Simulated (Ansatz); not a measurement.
# Cl2H6Si3: levels of theory, part 2 of 2

The task, for Cl2H6Si3: compare levels of theory; the runs are relaxing the atoms and phonons.

Ansatz 0.2.0; DFT PBE, Gaussian basis def2-SVP, and further levels as typed in the inputs. The steps go on from the part before.

### Step 7. Phonons

It takes the final geometry of step 6.

Input file input.yaml:

```yaml
crystal:
  periodic: [false, false, false]
  atoms:
    - { symbol: Si, position_ang: [0.0333165, -0.7431462, 0.31097068] }
    - { symbol: Cl, position_ang: [0.03105618, -2.52197544, -0.77363476] }
    - { symbol: Cl, position_ang: [0.13649556, -1.21537647, 2.33753437] }
    - { symbol: Si, position_ang: [-2.02729669, 0.32994233, -0.06985981] }
    - { symbol: Si, position_ang: [1.99301436, 0.4347472, -0.25012558] }
    - { symbol: H, position_ang: [-2.07662315, 1.58553919, 0.71640682] }
    - { symbol: H, position_ang: [-2.15214153, 0.64973804, -1.51184325] }
    - { symbol: H, position_ang: [-3.13013531, -0.56704013, 0.3442237] }
    - { symbol: H, position_ang: [3.17361095, -0.40270816, 0.06157283] }
    - { symbol: H, position_ang: [2.04710846, 1.69304081, 0.53150272] }
    - { symbol: H, position_ang: [1.97159466, 0.75723784, -1.69674673] }
basis:
  gaussian: { orbitals: def2-TZVP }
hamiltonian:
  xc: b3lyp
phonons: {}
```

On the command line:

```
$ ansatz run input.yaml --threads 4 --pin off --max-ram 10240MiB --backend cpu --events-out ev --progress --plain --runs-dir out
```

Standard output (excerpt; [...] marks lines left out):

```text
Warning: RAYON_NUM_THREADS=4 ignored (pool sized by the plan → 4); use --threads N
[...]
Functional definition: B3LYP
[...]
1573 factors; their error is unknown
[...]
mean field -48782.72417269 eV, -1792.7320472282 hartree, gradient 3.8e-5 eV, S^2 0.000000; 0 other end points of the search recorded, 0 dependent functions left out
[...]
reference -48782.72452240 eV, -1792.7320600800 hartree; 41, 41 occupied and 180, 180 virtual orbitals, 1573 factors
[...]
1573 factors; their error is unknown
mean field -48782.72411007 eV, -1792.7320449272 hartree, gradient 2.0e-6 eV, S^2 0.000000; 0 other end points of the search recorded, 0 dependent functions left out
[...]
reference -48782.72445978 eV, -1792.7320577786 hartree; 41, 41 occupied and 180, 180 virtual orbitals, 1573 factors
[...]
1573 factors; their error is unknown
[...]
Atom 3 at    -2.027297     0.329942    -0.069860 Å, force     0.000363    -0.001031     0.000421 eV/Å
Atom 4 at     1.993014     0.434747    -0.250126 Å, force    -0.000270    -0.001047     0.000449 eV/Å
Atom 5 at    -2.076623     1.585539     0.716407 Å, force    -0.000141     0.000135    -0.000585 eV/Å
Atom 6 at    -2.152142     0.649738    -1.511843 Å, force    -0.000110     0.000515     0.000320 eV/Å
Atom 7 at    -3.130135    -0.567040     0.344224 Å, force    -0.000091     0.000165    -0.000066 eV/Å
Atom 8 at     3.173611    -0.402708     0.061573 Å, force     0.000076     0.000169    -0.000074 eV/Å
Atom 9 at     2.047108     1.693041     0.531503 Å, force     0.000081     0.000141    -0.000595 eV/Å
Atom 10 at     1.971595     0.757238    -1.696747 Å, force     0.000111     0.000521     0.000310 eV/Å
Dipole moment:    -0.014190     0.316513    -0.132446 e Å
Vibrations: 85.22 94.69 98.30 101.81 119.70 153.07 170.68 319.29 430.46 495.69 498.82 503.80 544.69 565.71 573.20 865.48 893.83 941.02 944.68 945.48 947.74 2218.58 2222.45 2231.84 2234.59 2240.50 2241.30 cm⁻¹, zero-point energy 1.468135 eV
```

Wall time 76 s (4 threads of Arm Neoverse V1, shared host); peak memory 0.77 GiB.

### Step 8. Relaxing the atoms: Hartree-Fock, Gaussian basis def2-SVP

It takes the final geometry of step 2.

Input file input.yaml:

```yaml
crystal:
  periodic: [false, false, false]
  atoms:
    - { symbol: Si, position_ang: [0.03277162, -0.7309922, 0.3058849] }
    - { symbol: Cl, position_ang: [0.02964772, -2.51373704, -0.80025733] }
    - { symbol: Cl, position_ang: [0.1364231, -1.1905814, 2.35033443] }
    - { symbol: Si, position_ang: [-2.03790893, 0.32673518, -0.06815323] }
    - { symbol: Si, position_ang: [2.00388905, 0.43210017, -0.2493825] }
    - { symbol: H, position_ang: [-2.10497165, 1.59942735, 0.73183507] }
    - { symbol: H, position_ang: [-2.181658, 0.64914616, -1.5308943] }
    - { symbol: H, position_ang: [-3.14002376, -0.60179228, 0.35915338] }
    - { symbol: H, position_ang: [3.18658864, -0.43686422, 0.07547723] }
    - { symbol: H, position_ang: [2.07596246, 1.70842017, 0.54436603] }
    - { symbol: H, position_ang: [1.99927974, 0.75813711, -1.71836267] }
basis:
  gaussian: { orbitals: def2-SVP }
hamiltonian:
  xc: hf
relax:
  f_tol: 0.003
  max_steps: 100
output:
  orbitals: {}
```

On the command line:

```
$ ansatz run input.yaml --threads 4 --pin off --max-ram 10240MiB --backend cpu --events-out ev --progress --plain --runs-dir out
```

Standard output (excerpt; [...] marks lines left out):

```text
Warning: RAYON_NUM_THREADS=4 ignored (pool sized by the plan → 4); use --threads N
[...]
Functional definition: HF
[...]
1201 factors; integrals over basis functions are off by at most 2.9e-4 eV
[...]
mean field -48676.25576136 eV, -1788.8194052788 hartree, gradient 2.2e-5 eV, S^2 0.000000; 0 other end points of the search recorded, 0 dependent functions left out
[...]
reference -48676.25576136 eV, -1788.8194052788 hartree; 41, 41 occupied and 79, 79 virtual orbitals, 1201 factors
relax step   1: F+E_penalty+E_count = -48676.25576136 eV  Δ(F+E_penalty+E_count) = +0.000e0 eV  max|allowed force component| = 4.921e-1 eV/Å  Δτ_max = 0.0000 Å  (28 SCF iters, accepted)
[...]
relax step   7: F+E_penalty+E_count = -48676.29046113 eV  Δ(F+E_penalty+E_count) = +1.079e-4 eV  max|allowed force component| = 4.434e-2 eV/Å  Δτ_max = 0.0035 Å  (20 SCF iters, rejected (line search))
[...]
Atom 1 at     0.030762    -2.519177    -0.778565 Å, force     0.000005    -0.000042     0.000082 eV/Å
Atom 2 at     0.136418    -1.209892     2.338999 Å, force     0.000001    -0.000088    -0.000028 eV/Å
Atom 3 at    -2.040851     0.330270    -0.069538 Å, force     0.000203     0.000008    -0.000010 eV/Å
Atom 4 at     2.006508     0.435780    -0.251017 Å, force    -0.000203    -0.000002     0.000008 eV/Å
Atom 5 at    -2.090398     1.585019     0.717544 Å, force     0.000084    -0.000031    -0.000045 eV/Å
Atom 6 at    -2.165943     0.648896    -1.511474 Å, force     0.000088     0.000008     0.000048 eV/Å
Atom 7 at    -3.134514    -0.574699     0.347589 Å, force    -0.000015     0.000033    -0.000013 eV/Å
Atom 8 at     3.178666    -0.410122     0.064515 Å, force     0.000012     0.000034    -0.000015 eV/Å
Atom 9 at     2.060938     1.693241     0.531402 Å, force    -0.000086    -0.000035    -0.000037 eV/Å
Atom 10 at     1.985398     0.757115    -1.697615 Å, force    -0.000083     0.000004     0.000056 eV/Å
Dipole moment:    -0.017634     0.393337    -0.164593 e Å
```

It took 9.3 s on 4 threads of Arm Neoverse V1, shared host; peak memory 0.3 GiB.

The steps of the relaxation:

| step | E - E(step 1) (eV) | largest force component (eV/Å) |
| --- | --- | --- |
| 1 | 0.0000 | 0.4921 |
| 2 | -0.0326 | 0.0898 |
| 3 | -0.0339 | 0.0532 |
| 4 | -0.0347 | 0.0040 |
| 5 | -0.0348 | 0.0051 |
| 6 | -0.0348 | 0.0034 |
| 7 | -0.0347 | 0.0443 |
| 8 | -0.0348 | 0.0002 |

Step 1 is the start. Step 7 was tried and not accepted.

Before: Bond lengths: Si1–Cl2 2.098 Å, Si1–Cl3 2.098 Å, Si1–Si4 2.355 Å, Si1–Si5 2.355 Å, Si4–H6 1.505 Å, Si4–H7 1.505 Å, Si4–H8 1.503 Å, Si5–H9 1.503 Å, Si5–H10 1.505 Å, Si5–H11 1.505 Å. Angles (14 of 18 angles, heavy atoms first): Cl2–Si1–Cl3 109.1°, Cl2–Si1–Si4 107.3°, Cl2–Si1–Si5 107.3°, Cl3–Si1–Si4 107.3°, Cl3–Si1–Si5 107.3°, Si4–Si1–Si5 118.5°, Si1–Si4–H6 109.5°, Si1–Si4–H7 109.5°, Si1–Si4–H8 108.8°, Si1–Si5–H9 108.8°, Si1–Si5–H10 109.5°, Si1–Si5–H11 109.5°, H6–Si4–H7 109.3°, H6–Si4–H8 109.8°.

After: Bond lengths: Si1–Cl2 2.088 Å, Si1–Cl3 2.088 Å, Si1–Si4 2.363 Å, Si1–Si5 2.363 Å, Si4–H6 1.482 Å, Si4–H7 1.482 Å, Si4–H8 1.480 Å, Si5–H9 1.480 Å, Si5–H10 1.482 Å, Si5–H11 1.482 Å. Angles (14 of 18 angles, heavy atoms first): Cl2–Si1–Cl3 108.2°, Cl2–Si1–Si4 107.5°, Cl2–Si1–Si5 107.5°, Cl3–Si1–Si4 107.5°, Cl3–Si1–Si5 107.5°, Si4–Si1–Si5 118.1°, Si1–Si4–H6 109.1°, Si1–Si4–H7 109.1°, Si1–Si4–H8 109.1°, Si1–Si5–H9 109.1°, Si1–Si5–H10 109.1°, Si1–Si5–H11 109.1°, H6–Si4–H7 109.4°, H6–Si4–H8 110.1°.

### Step 9. Phonons

It takes the final geometry of step 8.

Input file input.yaml:

```yaml
crystal:
  periodic: [false, false, false]
  atoms:
    - { symbol: Si, position_ang: [0.03301552, -0.73643268, 0.30816139] }
    - { symbol: Cl, position_ang: [0.03076217, -2.51917672, -0.77856525] }
    - { symbol: Cl, position_ang: [0.13641823, -1.20989201, 2.33899878] }
    - { symbol: Si, position_ang: [-2.04085117, 0.33027003, -0.06953808] }
    - { symbol: Si, position_ang: [2.00650784, 0.43578001, -0.25101664] }
    - { symbol: H, position_ang: [-2.09039809, 1.58501938, 0.71754375] }
    - { symbol: H, position_ang: [-2.1659425, 0.64889598, -1.51147369] }
    - { symbol: H, position_ang: [-3.13451422, -0.57469946, 0.34758881] }
    - { symbol: H, position_ang: [3.1786656, -0.41012159, 0.06451491] }
    - { symbol: H, position_ang: [2.06093822, 1.69324062, 0.53140193] }
    - { symbol: H, position_ang: [1.98539839, 0.75711544, -1.69761491] }
basis:
  gaussian: { orbitals: def2-SVP }
hamiltonian:
  xc: hf
phonons: {}
```

On the command line:

```
$ ansatz run input.yaml --threads 4 --pin off --max-ram 10240MiB --backend cpu --events-out ev --progress --plain --runs-dir out
```

Standard output (excerpt; [...] marks lines left out):

```text
Warning: RAYON_NUM_THREADS=4 ignored (pool sized by the plan → 4); use --threads N
[...]
Functional definition: HF
[...]
1201 factors; integrals over basis functions are off by at most 2.9e-4 eV
[...]
mean field -48676.29057090 eV, -1788.8206845059 hartree, gradient 5.1e-5 eV, S^2 0.000000; 0 other end points of the search recorded, 0 dependent functions left out
[...]
reference -48676.29057090 eV, -1788.8206845059 hartree; 41, 41 occupied and 79, 79 virtual orbitals, 1201 factors
[...]
1201 factors; integrals over basis functions are off by at most 2.9e-4 eV
[...]
mean field -48676.29049907 eV, -1788.8206818660 hartree, gradient 1.8e-6 eV, S^2 0.000000; 0 other end points of the search recorded, 0 dependent functions left out
[...]
reference -48676.29049907 eV, -1788.8206818660 hartree; 41, 41 occupied and 79, 79 virtual orbitals, 1201 factors
[...]
Atom 3 at    -2.040851     0.330270    -0.069538 Å, force     0.000203     0.000008    -0.000010 eV/Å
Atom 4 at     2.006508     0.435780    -0.251017 Å, force    -0.000203    -0.000002     0.000008 eV/Å
Atom 5 at    -2.090398     1.585019     0.717544 Å, force     0.000085    -0.000031    -0.000045 eV/Å
Atom 6 at    -2.165942     0.648896    -1.511474 Å, force     0.000088     0.000008     0.000048 eV/Å
Atom 7 at    -3.134514    -0.574699     0.347589 Å, force    -0.000015     0.000033    -0.000013 eV/Å
Atom 8 at     3.178666    -0.410122     0.064515 Å, force     0.000012     0.000034    -0.000015 eV/Å
Atom 9 at     2.060938     1.693241     0.531402 Å, force    -0.000087    -0.000035    -0.000037 eV/Å
Atom 10 at     1.985398     0.757115    -1.697615 Å, force    -0.000084     0.000004     0.000056 eV/Å
Dipole moment:    -0.017634     0.393338    -0.164593 e Å
Vibrations: 90.12 100.52 112.02 112.18 124.92 160.95 184.97 345.03 474.94 538.73 540.28 556.10 591.61 615.57 624.67 951.23 981.33 1013.12 1015.78 1016.72 1020.29 2330.07 2332.33 2333.24 2337.00 2346.87 2348.77 cm⁻¹, zero-point energy 1.562160 eV
```

It took 17 s on 4 threads of Arm Neoverse V1, shared host; peak memory 0.3 GiB.

### Step 10. Summary of results

The summary covers parts 1 to 2.

```
step                                  level  energy above the lowest (eV)  charge  2S+1 typed  ⟨S²⟩  dipole (D)   time
   2           PBE, Gaussian basis def2-SVP                         0.000       0           1  0.00        1.50   13 s
   3           PBE, Gaussian basis def2-SVP                         0.000       0           1  0.00        1.50   18 s
   4          PBE, Gaussian basis def2-TZVP                         0.000       0           1  0.00        1.49   20 s
   5          PBE, Gaussian basis def2-TZVP                         0.000       0           1  0.00        1.49   37 s
   6        B3LYP, Gaussian basis def2-TZVP                         0.000       0           1  0.00        1.65   39 s
   7        B3LYP, Gaussian basis def2-TZVP                         0.000       0           1  0.00        1.65   76 s
   8  Hartree-Fock, Gaussian basis def2-SVP                         0.000       0           1  0.00        2.05  9.3 s
   9  Hartree-Fock, Gaussian basis def2-SVP                         0.000       0           1  0.00        2.05   17 s
```

Energies compare only among runs of one formula, size, charge, level and basis; each such set counts from its lowest member.

In words: The rows set the runs side by side; convergence of the settings was not tested in this session.
